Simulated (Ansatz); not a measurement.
**C2H4AlNO: how energies converge with the basis set**

Aim: see how fast density functionals converge with the basis set for C2H4AlNO.

Computed with Ansatz 0.2.0, Gaussian basis. Level: one geometry, several basis sets.

Levels to be run: PBE0-D4/def2-SVP; ωB97M-V/def2-SVP; PBE0-D4/def2-QZVPP; ωB97M-V/def2-QZVPP; the functionals' def2-TZVPP values are taken from earlier runs.

## 1. Structure used throughout

An earlier PBE0-D4 in a triple-zeta def2 set relaxation fixed the geometry.

SMILES `[CH3][AlH][N]=C=O`, 9 atoms, charge 0, spin multiplicity 1.

Atoms are counted from 1 here; the program's logs count them from 0.

Bond lengths: C1–Al2 1.938 Å, C1–H6 1.092 Å, C1–H7 1.095 Å, C1–H8 1.094 Å, Al2–N3 1.777 Å, Al2–H9 1.579 Å, N3–C4 1.195 Å, C4–O5 1.167 Å. Angles: Al2–C1–H6 112.6°, Al2–C1–H7 110.5°, Al2–C1–H8 111.0°, H6–C1–H7 107.7°, H6–C1–H8 108.2°, H7–C1–H8 106.5°, C1–Al2–N3 118.0°, C1–Al2–H9 125.9°, N3–Al2–H9 116.1°, Al2–N3–C4 179.0°, N3–C4–O5 179.9°.

## 2. PBE0-D4 in def2-SVP

Contents of in.yaml:

```yaml
crystal:
  periodic: [false, false, false]
  atoms:
    - {symbol: C, position_ang: [-1.479795, -0.787162, 0.045391]}
    - {symbol: Al, position_ang: [0.119957, -0.030748, 0.835226]}
    - {symbol: N, position_ang: [1.322483, 0.697022, -0.251718]}
    - {symbol: C, position_ang: [2.142522, 1.192162, -0.965715]}
    - {symbol: O, position_ang: [2.941840, 1.675124, -1.665548]}
    - {symbol: H, position_ang: [-2.104258, -1.304890, 0.776994]}
    - {symbol: H, position_ang: [-2.087958, -0.002442, -0.416842]}
    - {symbol: H, position_ang: [-1.228129, -1.494406, -0.750743]}
    - {symbol: H, position_ang: [0.461938, 0.009040, 2.375856]}
basis:
  gaussian: {orbitals: def2-SVP}
hamiltonian: {xc: pbe0, dispersion: d4}
output: {orbitals: {seedname: orbitals}}
```

Further steps of the session: ωB97M-V in def2-SVP; PBE0-D4 in def2-QZVPP; ωB97M-V in def2-QZVPP.

Q: Predict the results of all the runs planned. Wanted: PBE0-D4: double and triple zeta above quadruple; ωB97M-V: double and triple zeta above quadruple.

As calculated:

| quantity | value |
| --- | --- |
| PBE0-D4: double and triple zeta above quadruple | 9.33, 0.51 eV |
| ωB97M-V: double and triple zeta above quadruple | 9.52, 0.48 eV |

**Reading.** PBE0-D4 gains 8.82 eV from double to triple zeta, then 0.51 eV more. These are total energies; as a rule much of such shifts cancels in differences, which this series doesn't test.
